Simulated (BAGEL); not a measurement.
# GePH4Cl (SMILES [PH2][GeH2][Cl]): HF/STO-3G (density fitting with qzvpp-jkfit)

What is the vertical singlet–triplet gap of GePH4Cl at HF/STO-3G (density fitting with qzvpp-jkfit)? 

The calculation is run with BAGEL 1.2.2.

4 further runs of the same task are left out: 4 set aside as unsound or not needed.

**1. Starting point**

GePH4Cl has 7 atoms, charge 0, and is taken as a singlet. SMILES: `[PH2][GeH2][Cl]`. Geometry: a GFN2-xTB relaxation, a rough one for these elements and not checked as a minimum. This is one conformer, not always the lowest.

Bond lengths: P1–Ge2 2.310 Å, Ge2–Cl3 2.108 Å, P1–H4 1.390 Å, P1–H5 1.391 Å, Ge2–H6 1.526 Å, Ge2–H7 1.522 Å. Angles: P1–Ge2–Cl3 109.3°, P1–Ge2–H6 117.5°, P1–Ge2–H7 112.5°, Cl3–Ge2–H6 105.7°, Cl3–Ge2–H7 106.2°, Ge2–P1–H4 92.6°, Ge2–P1–H5 92.2°, H6–Ge2–H7 105.0°, H4–P1–H5 92.5°.

**2. The energy at HF/STO-3G (density fitting with qzvpp-jkfit)**

Contents of calc.json:

```json
{ "bagel" : [

{
  "title" : "molecule",
  "basis" : "sto-3g",
  "df_basis" : "qzvpp-jkfit",
  "angstrom" : true,
  "geometry" : [
    { "atom" : "P", "xyz" : [   -0.848280,    0.159240,   -1.350800 ] },
    { "atom" : "Ge", "xyz" : [    0.627510,   -0.161770,    0.396700 ] },
    { "atom" : "Cl", "xyz" : [    1.884440,    1.522000,    0.563350 ] },
    { "atom" : "H", "xyz" : [   -1.663390,   -0.887510,   -0.937300 ] },
    { "atom" : "H", "xyz" : [   -1.581720,    1.096660,   -0.630550 ] },
    { "atom" : "H", "xyz" : [    0.036210,   -0.374130,    1.787390 ] },
    { "atom" : "H", "xyz" : [    1.545220,   -1.354480,    0.171220 ] }
  ]
},
{
  "title" : "hf"
},
{
  "title" : "print",
  "file" : "orbitals.molden",
  "orbitals" : true
}

]}
```

Command:

```sh
$ BAGEL_NUM_THREADS=1 BAGEL calc.json > calc.out
```

What it wrote:

```text
* using 1 threads per process

  ===============================================================
  ===============================================================

  *** Geometry ***

  { "atom" : "P", "xyz" : [     -1.603017,      0.300920,     -2.552642 ] },
  { "atom" : "Ge", "xyz" : [      1.185822,     -0.305701,      0.749654 ] },
  { "atom" : "Cl", "xyz" : [      3.561075,      2.876163,      1.064577 ] },
  { "atom" : "H", "xyz" : [     -3.143352,     -1.677151,     -1.771240 ] },
  { "atom" : "H", "xyz" : [     -2.989018,      2.072387,     -1.191567 ] },
  { "atom" : "H", "xyz" : [      0.068427,     -0.707003,      3.377678 ] },
  { "atom" : "H", "xyz" : [      2.920043,     -2.559596,      0.323559 ] },

  Number of auxiliary basis functions:      594

  Since a DF basis is specified, we compute 2- and 3-index integrals:
    o Being stored without compression. Storage requirement is 0.008 GB

  Number of basis functions:       40
  Number of electrons      :       68

    * METHOD: MOLECULE                             0.21

  *** RHF ***

  === Nuclear Repulsion ===
   346.5120747882

      * DIIS with orbital gradients will be used.

  === RHF iteration (sto-3g) ===
      0      -2845.62453607          0.00515855           0.04
      1      -2845.65252089          0.00102542           0.04
      2      -2845.65382152          0.00029700           0.04
      3      -2845.65394450          0.00004927           0.04
      4      -2845.65394769          0.00000984           0.04
      5      -2845.65394782          0.00000190           0.04
      6      -2845.65394782          0.00000031           0.04
      7      -2845.65394782          0.00000003           0.04
      8      -2845.65394782          0.00000001           0.04
    * SCF iteration converged.

    * Permanent dipole moment:
           (    1.001850,     0.870471,     0.096941) a.u.

    * METHOD: HF                                   0.47

    * METHOD: PRINT                                0.00

  ===============================================================
```

It took 0.88 s on 1 thread of AMD EPYC 9R45 (Zen 5), shared host; peak memory 0.092 GiB.

**3. The triplet**

Contents of calc.json:

```json
{ "bagel": [

{
  "title": "molecule",
  "basis": "sto-3g",
  "df_basis": "qzvpp-jkfit",
  "angstrom": true,
  "geometry": [
    { "atom": "P", "xyz": [      -0.848280,       0.159240,      -1.350800 ] },
    { "atom": "Ge", "xyz": [       0.627510,      -0.161770,       0.396700 ] },
    { "atom": "Cl", "xyz": [       1.884440,       1.522000,       0.563350 ] },
    { "atom": "H", "xyz": [      -1.663390,      -0.887510,      -0.937300 ] },
    { "atom": "H", "xyz": [      -1.581720,       1.096660,      -0.630550 ] },
    { "atom": "H", "xyz": [       0.036210,      -0.374130,       1.787390 ] },
    { "atom": "H", "xyz": [       1.545220,      -1.354480,       0.171220 ] }
  ]
},

{ "title": "uhf", "nopen": 2 },

{ "title": "print", "file": "orbitals.molden", "orbitals": true }

]}
```

Command:

```sh
$ BAGEL_NUM_THREADS=1 BAGEL calc.json > calc.out
```

What it wrote:

```text
* using 1 threads per process

  ===============================================================
  ===============================================================

  *** Geometry ***

  { "atom" : "P", "xyz" : [     -1.603017,      0.300920,     -2.552642 ] },
  { "atom" : "Ge", "xyz" : [      1.185822,     -0.305701,      0.749654 ] },
  { "atom" : "Cl", "xyz" : [      3.561075,      2.876163,      1.064577 ] },
  { "atom" : "H", "xyz" : [     -3.143352,     -1.677151,     -1.771240 ] },
  { "atom" : "H", "xyz" : [     -2.989018,      2.072387,     -1.191567 ] },
  { "atom" : "H", "xyz" : [      0.068427,     -0.707003,      3.377678 ] },
  { "atom" : "H", "xyz" : [      2.920043,     -2.559596,      0.323559 ] },

  Number of auxiliary basis functions:      594

  Since a DF basis is specified, we compute 2- and 3-index integrals:
    o Being stored without compression. Storage requirement is 0.008 GB

  Number of basis functions:       40
  Number of electrons      :       68

    * METHOD: MOLECULE                             0.20

  *** Open-shell HF ***

  === Nuclear Repulsion ===
   346.5120747882

      * DIIS with orbital gradients will be used.

  === UHF iteration (sto-3g) ===
      0      -2845.25979906          0.01141884           0.08
      1      -2845.33612054          0.00445701           0.08
      2      -2845.35306380          0.00208664           0.08
      3      -2845.36531902          0.00155404           0.08
      4      -2845.37566229          0.00095219           0.08
      5      -2845.38119258          0.00049589           0.08
      6      -2845.38270179          0.00027591           0.08
      7      -2845.38275083          0.00010442           0.08
      8      -2845.38279097          0.00003547           0.08
      9      -2845.38279703          0.00001400           0.08
     10      -2845.38279799          0.00000473           0.08
     11      -2845.38279807          0.00000186           0.07
     12      -2845.38279807          0.00000110           0.07
     13      -2845.38279807          0.00000050           0.08
     14      -2845.38279807          0.00000012           0.08
     15      -2845.38279807          0.00000005           0.07
     16      -2845.38279807          0.00000003           0.07
     17      -2845.38279807          0.00000001           0.07
     18      -2845.38279807          0.00000001           0.07
    * SCF iteration converged.

    * S^2 (UHF) is 2.0126

    * Permanent dipole moment:
           (    1.594957,     0.789551,     1.198607) a.u.

    * METHOD: UHF                                  1.56

    * METHOD: PRINT                                0.00

  ===============================================================
```

Run time: 2 s. Hardware: 1 thread of AMD EPYC 9R45 (Zen 5), shared host; peak memory 0.092 GiB.

**4. Summary of results**

Level: HF/STO-3G (density fitting with qzvpp-jkfit).

```
                                        quantity           value
                           singlet: total energy  -2845.65395 Eh
                          singlet: dipole moment          3.38 D
                            singlet: HOMO energy        -8.19 eV
                            singlet: LUMO energy         8.84 eV
                          singlet: HOMO–LUMO gap        17.03 eV
                           triplet: total energy  -2845.38280 Eh
                          triplet: dipole moment          5.45 D
                                   triplet: ⟨S²⟩           2.013
vertical energy of the triplet above the singlet        7.378 eV
```

In words: At this shape the triplet lies 7.38 eV (170 kcal/mol) above the singlet. In a minimal basis such a difference can be off by several eV, whatever the method.
